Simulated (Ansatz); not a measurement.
# CH₆ClFOSi₂, SMILES F[SiH](CCl)O[SiH3]: a single point in a Gaussian basis

Run with Ansatz's Python interface.

Contents of `ch6clfosi2.xyz`:
```text
12

F     0.80560    2.46030   -0.07590
Si    0.52750    0.92750    0.31070
C     1.77430   -0.14070   -0.53510
Cl    3.39610    0.14120    0.14050
O    -1.03740    0.59050   -0.12230
Si   -2.13140   -0.63020    0.08250
H     0.62560    0.79480    1.78680
H     1.55010   -1.20270   -0.40200
H     1.82170    0.06420   -1.60820
H    -3.36430   -0.33420   -0.68370
H    -1.52430   -1.88820   -0.41620
H    -2.44330   -0.78240    1.52280
```

The script, `run_energy.py`:
```python
# -*- coding: utf-8 -*-
"""Single point of CH6ClFOSi2 in a Gaussian basis."""

from pathlib import Path
import warnings

import ansatz as az
import numpy as np


def main():
    warnings.simplefilter("ignore", az.DeckWarning)

    ch6clfosi2 = az.Crystal.molecule_from_extxyz("ch6clfosi2.xyz")

    setup = (
        ch6clfosi2.calculation()
        .basis(gaussian="6-31G*")
        .functional("PBE0")
        .forces()
        .orbitals()
    )
    outcome = setup.run(threads=1, pin="off", runs_dir="ch6clfosi2_runs")
    rep = outcome.report

    print("reference energy %16.6f eV" % rep["reference_energy_ev"])
    print("total energy     %16.6f eV" % rep["free_energy_ev"])
    print("occupied orbitals outside the frozen core (up, down):", rep["n_occupied"], " frozen:", rep["n_frozen"], " virtual:", rep["n_virtual"])

    state = rep["mean_field"]["state"]
    print(f"mean field: {state['energy']['hartree']:.7f} Ha, <S^2> = {abs(state['spin_squared']):.4f}, stability: {state.get('stability', {}).get('kind')}")

    symbols = [site.symbol for site in ch6clfosi2.cartesian_sites]
    forces = np.array(rep["forces_ev_ang"])
    print("largest force", round(float(np.linalg.norm(forces, axis=1).max()), 4), "eV/A, rms", round(float(np.sqrt((forces ** 2).mean())), 4))

    charges = rep["charge_distribution"]
    dipole = np.array(charges["dipole_moment_e_ang"]) * 4.803205
    print("dipole (D): {:.3f} {:.3f} {:.3f}, length {:.3f}".format(*dipole, np.linalg.norm(dipole)))
    print("atom  Mulliken   Lowdin")
    for symbol, m, l in zip(symbols, charges["mulliken_charges_e"], charges["lowdin_charges_e"]):
        print(f"{symbol:4s} {m:9.3f} {l:8.3f}")

    lines = Path(rep["orbitals_path"]).read_text().splitlines()
    field_of = lambda key: [line.split("=")[1].strip() for line in lines if line.startswith(key)]
    orbitals = [(27.211386 * float(e), s, float(n)) for e, s, n in zip(field_of("Ene="), field_of("Spin="), field_of("Occup="))]
    homo = max(e for e, _, n in orbitals if n > 0.5)
    lumo = min(e for e, _, n in orbitals if n < 0.5)
    for e, spin, n in sorted(orbitals):
        if homo - 10 < e < lumo + 5:
            print(f"{spin:6s} {e:10.3f} eV  occupation {n:.0f}")


if __name__ == "__main__":
    main()
```

```console
$ python run_energy.py
reference energy    -34162.013177 eV
total energy        -34162.013177 eV
occupied orbitals outside the frozen core (up, down): [37, 37]  frozen: 0  virtual: [77, 77]
mean field: -1255.4308284 Ha, <S^2> = 0.0000, stability: minimum
largest force 1.4205 eV/A, rms 0.3078
dipole (D): -1.565 -2.258 -0.487, length 2.790
atom  Mulliken   Lowdin
F       -0.362   -0.096
Si       1.014    0.306
C       -0.687   -0.508
Cl      -0.040    0.133
O       -0.656   -0.259
Si       0.569    0.374
H       -0.099   -0.074
H        0.243    0.169
H        0.252    0.173
H       -0.069   -0.067
H       -0.089   -0.080
H       -0.075   -0.072
Alpha     -16.624 eV  occupation 2
Alpha     -14.854 eV  occupation 2
Alpha     -13.516 eV  occupation 2
Alpha     -13.092 eV  occupation 2
Alpha     -12.890 eV  occupation 2
Alpha     -12.456 eV  occupation 2
Alpha     -12.168 eV  occupation 2
Alpha     -11.432 eV  occupation 2
Alpha     -11.405 eV  occupation 2
Alpha     -11.189 eV  occupation 2
Alpha     -10.110 eV  occupation 2
Alpha      -9.431 eV  occupation 2
Alpha      -9.131 eV  occupation 2
Alpha      -8.722 eV  occupation 2
Alpha      -8.293 eV  occupation 2
Alpha      -0.185 eV  occupation 0
Alpha       0.827 eV  occupation 0
Alpha       1.291 eV  occupation 0
Alpha       2.011 eV  occupation 0
Alpha       2.170 eV  occupation 0
Alpha       2.428 eV  occupation 0
Alpha       3.098 eV  occupation 0
Alpha       3.389 eV  occupation 0
Alpha       3.952 eV  occupation 0
Alpha       4.419 eV  occupation 0
Alpha       4.511 eV  occupation 0
```

Reading the output:
- Total energies depend on the basis set; only differences at equal settings carry meaning.
- The geometry is a force-field or estimated start, not a minimum of this method, and the basis set is short of its limit.
- The Löwdin charges here are taken after orthogonalising the functions within each atom; they differ from plain Löwdin charges, and their signs can be unphysical.
- Alpha marks a spatial orbital of a restricted run, filled by both spins.
- Levels such as HOMO and LUMO are orbital energies: with these approximate functionals they aren't the ionisation energy and electron affinity, and their gap isn't the fundamental gap.
- Hardware and time: 7.7 s on 1 thread of Arm Neoverse V2, on a shared host, peak memory 0.33 GiB.

(A comment or docstring line of the script was reworded after the run, the code is as it ran; lines on the test bed's own set-up are left out of the output.)
